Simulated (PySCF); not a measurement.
# N3O9Yb (Yb(NO3)3): the cost of one run

Computed with PySCF 2.14.0. Level: PBE, Yb lcecp-1-SVP with ECP59, O def2-SVP, N def2-SVP; scalar-relativistic core potentials, no spin–orbit coupling.

2 further runs of the same task are left out: 2 for a known fault of the program.

## (1) Where the work starts

13 atoms, charge 0, spin multiplicity 1.

Bond lengths: Yb1–O2 2.282 Å, Yb1–O3 2.282 Å, Yb1–N4 2.724 Å, Yb1–O6 2.282 Å, Yb1–O7 2.282 Å, Yb1–N8 2.724 Å, Yb1–O10 2.282 Å, Yb1–O11 2.282 Å, Yb1–N12 2.724 Å, O2–N4 1.307 Å, O3–N4 1.307 Å, N4–O5 1.196 Å, O6–N8 1.307 Å, O7–N8 1.307 Å, N8–O9 1.196 Å, O10–N12 1.307 Å, O11–N12 1.307 Å, N12–O13 1.196 Å. Angles: O2–Yb1–O3 57.1°, O2–Yb1–N4 28.6°, O2–Yb1–O6 100.0°, O2–Yb1–O7 116.0°, O2–Yb1–N8 110.4°, O2–Yb1–O10 100.0°, O2–Yb1–O11 139.3°, O2–Yb1–N12 122.0°, O3–Yb1–N4 28.6°, O3–Yb1–O6 139.3°, O3–Yb1–O7 100.0°, O3–Yb1–N8 122.0°, O3–Yb1–O10 116.0°, O3–Yb1–O11 100.0°, O3–Yb1–N12 110.4°, N4–Yb1–O6 122.0°, N4–Yb1–O7 110.4°, N4–Yb1–N8 120.0° and more.

Geometry (Å):

| atom | x (Å) | y (Å) | z (Å) |
| --- | --- | --- | --- |
| Yb1 | 0.0000 | 0.0000 | 0.0000 |
| O2 | 2.0046 | 0.2400 | 1.0641 |
| O3 | 2.0046 | -0.2400 | -1.0641 |
| N4 | 2.7240 | 0.0000 | 0.0000 |
| O5 | 3.9201 | 0.0000 | 0.0000 |
| O6 | -1.2101 | 1.6160 | 1.0641 |
| O7 | -0.7945 | 1.8560 | -1.0641 |
| N8 | -1.3620 | 2.3590 | 0.0000 |
| O9 | -1.9601 | 3.3949 | 0.0000 |
| O10 | -0.7945 | -1.8560 | 1.0641 |
| O11 | -1.2101 | -1.6160 | -1.0641 |
| N12 | -1.3620 | -2.3590 | 0.0000 |
| O13 | -1.9601 | -3.3949 | 0.0000 |

Formal oxidation states: Yb +3. Each metal's 13 4f electrons lie in its core potential, so multiplicities, spins and levels count the valence alone. An earlier session relaxed this geometry at PBE, Yb lcecp-1-SVP with ECP59, O def2-SVP, N def2-SVP (singlet, point group D3).

Its energy there is -879.182306 Eh.

## (2) Atoms moved at random, σ = 0.06 Å

Input file run.py (the lines that set the calculation):

```python
mol = gto.M(atom='''
Yb    -0.02580     0.10763    -0.03964
O      1.95208     0.19992     1.06890
O      1.96274    -0.24178    -1.03609
N      2.76869    -0.02676     0.03159
O      3.96715    -0.01456     0.08334
O     -1.17218     1.65221     1.00862
O     -0.76873     1.90542    -1.11402
N     -1.31752     2.33343    -0.02477
O     -1.96148     3.30716    -0.05061
O     -0.77259    -1.86895     1.04559
O     -1.27109    -1.68136    -1.05421
N     -1.34519    -2.32143     0.06375
O     -2.01608    -3.35093     0.01756''',
    basis={'Yb': 'lcecp-1-SVP', 'O': 'def2-SVP', 'N': 'def2-SVP'},
    ecp={'Yb': 'lcecp-1-SVP'},
    charge=0, spin=0)
mf = dft.RKS(mol, xc='PBE')
mf.grids.atom_grid = (50, 194)  # f atoms: unpruned, at least (60, 302)
mf = mf.density_fit()  # fitting sets: Yb AutoAux, O def2-universal-JKFIT, N def2-universal-JKFIT
mf.conv_tol = 1e-08; mf.max_cycle = 55
mf.kernel(dm0)  # dm0: the density of the relaxed state
```

On the command line:

```console
$ OMP_NUM_THREADS=4 python run.py
```

**Question.** How long does this run take on 4 threads of Intel Xeon 6975P-C (Granite Rapids), shared host?

About 10 s.
